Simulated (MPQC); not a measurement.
# SbF2 (SMILES [F][Sb][F]): a first try and a second

Aim: a single-point energy of SbF2 at ROHF/STO-3G.

Program for the calculation: MPQC 2.3.1.

12 further runs of the same task are left out: 4 that didn't finish, 8 set aside as unsound or not needed.

**1. The system as given**

SbF2: 3 atoms, total charge 0, spin state doublet. As SMILES, `[F][Sb][F]`. Geometry: a GFN2-xTB relaxation, a rough one for these elements and not checked as a minimum.

Bond lengths: F1–Sb2 2.008 Å, Sb2–F3 2.008 Å. Angles: F1–Sb2–F3 89.8°.

**2. The input as first written**

The input, run.in:

```
% emacs should use -*- KeyVal -*- mode
molecule<Molecule>: (
    symmetry = c1
    unit = bohr
    { atoms geometry } = {
        F  [ -0.881230 1.149480 -0.366050 ]
        Sb [ -0.406450 -0.800320 -0.306150 ]
        F  [ 1.287680 -0.349160 0.672200 ]
    }
)
basis<GaussianBasisSet>: (
    name = "STO-3G"
    molecule = $:molecule
    basisdir = "."
    puream = yes
)
mpqc: (
    checkpoint = no
    savestate = no
    restart = no
    do_energy = yes
    do_gradient = no
    optimize = no
    mole<HSOSHF>: (
        molecule = $:molecule
        basis = $:basis
        total_charge = 0
        multiplicity = 2
        memory = 1000000000
        print_evals = yes
        maxiter = 57
    )
)
```

The basis set STO-3G is read from a file made from the Basis Set Exchange's data (not shown).

Started as:

```sh
$ mpqc run.in > run.out
```

The program printed:

```text
MPQC: Massively Parallel Quantum Chemistry
                                   Version 2.3.1

  Using IntegralV3 by default for molecular integrals evaluation

  HSOSSCF::init: total charge = 0

  docc = [ 34 ]
  socc = [ 1 ]

  Molecular formula F2Sb

  MPQC options:
    matrixkit     = <ReplSCMatrixKit>
    restart       = no
    checkpoint    = no
    savestate     = no
    do_energy     = yes
    do_gradient   = no
    optimize      = no
    write_pdb     = no
    print_mole    = yes
    print_timings = yes

  SCF::compute: energy accuracy = 1.0000000e-06

  nuclear repulsion energy =  485.8331522980

  Starting from core Hamiltonian guess

  Using symmetric orthogonalization.
  n(basis):            37
  Maximum orthogonalization residual = 2.30172
  Minimum orthogonalization residual = 0.179213
  Beginning iterations.  Basis is STO-3G.
  iter     1 energy = -6441.6678248415 delta = 5.76087e-01
  iter     2 energy = -6442.7400031091 delta = 8.12479e-02
  iter     3 energy = -6442.8049653070 delta = 2.70690e-02
  iter     4 energy = -6442.8175619229 delta = 1.45848e-02
  iter     5 energy = -6442.8201127635 delta = 7.68294e-03
  iter     6 energy = -6442.8204110295 delta = 2.70350e-03
  iter     7 energy = -6442.8204463066 delta = 8.09889e-04
  iter     8 energy = -6442.8204360001 delta = 2.12041e-04
  iter     9 energy = -6442.8204363383 delta = 4.91354e-05
  iter    10 energy = -6442.8204361057 delta = 1.19391e-05
  iter    11 energy = -6442.8204361201 delta = 3.01568e-06

  A
        1 -1074.19637    2.00000
        2 -161.62533    2.00000
        3 -153.26896    2.00000
        4 -153.26707    2.00000
        5 -153.26501    2.00000
        6  -31.96000    2.00000
        7  -28.92682    2.00000
        8  -28.92044    2.00000
        9  -28.90192    2.00000
       10  -26.10961    2.00000
       11  -26.10945    2.00000
       12  -20.26277    2.00000
       13  -20.25476    2.00000
       14  -20.25403    2.00000
       15  -20.25011    2.00000
       16  -20.24760    2.00000
       17   -5.84369    2.00000
       18   -4.58780    2.00000
       19   -4.53721    2.00000
       20   -4.40407    2.00000
       21   -2.25694    2.00000
       22   -1.99908    2.00000
       23   -1.82475    2.00000
       24   -1.68610    2.00000
       25   -1.68285    2.00000
       26   -1.40934    2.00000
       27   -1.22130    2.00000
       28   -0.78749    2.00000
       29   -0.73098    2.00000
       30   -0.72417    2.00000
       31   -0.66749    2.00000
       32   -0.52253    2.00000
       33   -0.26323    2.00000
       34   -0.18561    2.00000
       35    0.09563    1.00000
       36    0.55510    0.00000
       37    0.55560    0.00000

  HOMO is    35   A =   0.095630
  LUMO is    36   A =   0.555101

  total scf energy = -6442.8204361201
Value of the MolecularEnergy: -6442.8204361201

  Function Parameters:
    value_accuracy    = 7.200114e-07 (1.000000e-06) (computed)
    gradient_accuracy = 0.000000e+00 (1.000000e-06)
    hessian_accuracy  = 0.000000e+00 (1.000000e-04)

  Molecule:
    Molecular formula: F2Sb
    molecule<Molecule>: (
      symmetry = c1
      unit = "bohr"
      {  n atoms                        geometry                     }={
         1     F [   -0.8812300000     1.1494800000    -0.3660500000]
         2    Sb [   -0.4064500000    -0.8003200000    -0.3061500000]
         3     F [    1.2876800000    -0.3491600000     0.6722000000]
      }
    )
    Atomic Masses:
       18.99840  121.75000   18.99840

  Electronic basis:
    GaussianBasisSet:
      nbasis = 37
      nshell = 17
      nprim  = 51
      name = "STO-3G"
  SCF Parameters:
    maxiter = 57
    density_reset_frequency = 10
    level_shift = 0.250000

  HSOSSCF Parameters:
    charge = 0
    ndocc = 34
    nsocc = 1
    docc = [ 34 ]
    socc = [ 1 ]

                        CPU Wall
mpqc:                  0.44 0.44
  calc:                0.43 0.43
    vector:            0.43 0.43
      density:         0.00 0.00
      evals:           0.00 0.00
      extrap:          0.00 0.00
      fock:            0.41 0.41
  input:               0.00 0.00
```

Run time: 0.5 s. Hardware: 1 thread of Arm Neoverse V2, shared host.

**3. Reading the log**

The program ended normally, but the settings are unsound, so its numbers aren't properties of the molecule.

What is wrong: numbers in ångström are read as bohr, which shrinks the molecule to 0.53 of its size. As the program read them, the closest atoms are 1.06 Å apart, against 2.01 Å in the sound input.

**4. Second attempt**

The input, input.in:

```
molecule<Molecule>: (
  symmetry = c1
  unit = angstrom
  { atoms geometry } = {
    F  [ -0.881230     1.149480    -0.366050 ]
    Sb [ -0.406450    -0.800320    -0.306150 ]
    F  [ 1.287680    -0.349160     0.672200 ]
  }
)
basis<GaussianBasisSet>: (
  name = "STO-3G"
  molecule = $:molecule
  basisdir = "."
  puream = yes
)
mpqc: (
  checkpoint = no
  savestate = no
  restart = no
  do_energy = yes
  do_gradient = no
  optimize = no
  mole<HSOSHF>: (
    molecule = $:molecule
    basis = $:basis
    total_charge = 0
    multiplicity = 2
    memory = 1000000000
    print_evals = yes
    maxiter = 60
  )
)
```

The basis set STO-3G is read from a file made from the Basis Set Exchange's data (not shown).

Started as:

```sh
$ mpqc -o input.out input.in
```

The program printed (excerpt; [...] marks lines left out):

```text
MPQC: Massively Parallel Quantum Chemistry
[...]
  HSOSSCF::init: total charge = 0
[...]
  iter     1 energy = -6444.9789987813 delta = 5.40785e-01
[...]
  LUMO is    36   A =   0.265740
  total scf energy = -6447.3888145607
Value of the MolecularEnergy: -6447.3888145607
[...]
      symmetry = c1
[...]
      nbasis = 37
[...]
```

Run time: 0.38 s. Hardware: 1 thread of Arm Neoverse V2, shared host.

**5. Results**

Level: ROHF/STO-3G.

```
    quantity           value
total energy  -6447.38881 Eh
```

The first attempt's energy was +124.312 eV off this one. Relativity is left out although the molecule holds a heavy atom.
